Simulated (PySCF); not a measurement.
**Nd⁺ (sextet): the SCF solver's settings**

Do solver options change the result for Nd⁺ (sextet), or only the number of cycles?

Computed with PySCF 2.14.0. Level: method and basis as typed in the scripts.

4 further runs of the same task are left out: 4 that didn't finish.

## Step 1: The atom

Nd⁺ (sextet): 1 atom, charge 1, spin multiplicity 6.

## Step 2: The run that the others are compared with

input.py

```python
from pyscf import gto, scf, mp

mol = gto.M(
    atom='Nd 0 0 0',
    basis='x2c-svpall',
    charge=1,
    spin=5,
    verbose=4,
)
mf = scf.UHF(mol)
mf = mf.sfx2c1e()
mf.level_shift = 0.3
mf = mf.newton()
mf.kernel()
mp.MP2(mf, frozen=18).kernel()
mf.dip_moment()
print('orbital energies (hartree):', [e[max(0, n-3):n+3].round(4) for e, n in zip(mf.mo_energy, mol.nelec)])
```

Run with:

```console
python input.py
```

Its log is not repeated here.

It gives: E(SCF) = -9619.542580 Eh, 15 macro-iterations, E(MP2) − E(SCF) = -0.55409 Eh, ⟨S²⟩ = 8.754.

No search for the lowest state was made; open d or f shells can end in a higher solution. The sextet is typed in the script; nothing here shows that it is the ground state.

## Step 3: Convergence threshold 1e-11 hartree

Run 1 changes convergence threshold: default → 1e-11 hartree.

input.py

```python
from pyscf import gto, scf, mp

mol = gto.M(
    atom='Nd 0 0 0',
    basis='x2c-svpall',
    charge=1,
    spin=5,
    verbose=4,
)
mf = scf.UHF(mol)
mf = mf.sfx2c1e()
mf.conv_tol = 1e-11
mf.level_shift = 0.3
mf = mf.newton()
mf.kernel()
mp.MP2(mf, frozen=18).kernel()
mf.dip_moment()
print('orbital energies (hartree):', [e[max(0, n-3):n+3].round(4) for e, n in zip(mf.mo_energy, mol.nelec)])
```

Run with:

```console
python input.py
```

## Step 4: Level shift 5 hartree

Run 2 changes level shift: 0.3 hartree → 5 hartree.

Edit input.py of step 2 so:

```diff
@@ -11,3 +11,3 @@
 mf = mf.sfx2c1e()
-mf.level_shift = 0.3
+mf.level_shift = 5.0
 mf = mf.newton()
```

Q: Predict the outcome of this session. Wanted: for each run, E(SCF); from base; gap, α spin; after the SCF.

As calculated:

```
                                run  E(SCF) (hartree)  from base (eV)    cycles  gap, α spin (eV)                            after the SCF
                               base      -9619.542580               0  15 macro              6.51  MP2 correlation -15.078 eV, core frozen
convergence threshold 1e-11 hartree      -9619.542580          0.0000  16 macro              6.51  MP2 correlation -15.078 eV, core frozen
              level shift 5 hartree      -9619.542580          0.0000  15 macro              6.51  MP2 correlation -15.078 eV, core frozen
```

Distance from each run's final energy (log10 hartree) by cycle:

```
                                run  cycle 1  cycle 2  cycle 3  cycle 5  cycle 8  cycle 12
                               base      0.4      0.3     -0.2     -1.9     -3.6      -6.7
convergence threshold 1e-11 hartree      0.4      0.3     -0.2     -1.9     -3.6      -6.7
              level shift 5 hartree      0.4      0.3     -0.2     -1.9     -3.6      -6.7
```

What this shows: No change of the SCF energy comes from convergence threshold 1e-11 hartree or level shift 5 hartree. The cycles with level shift 5 hartree repeat those of the base digit for digit, so the setting never acted.
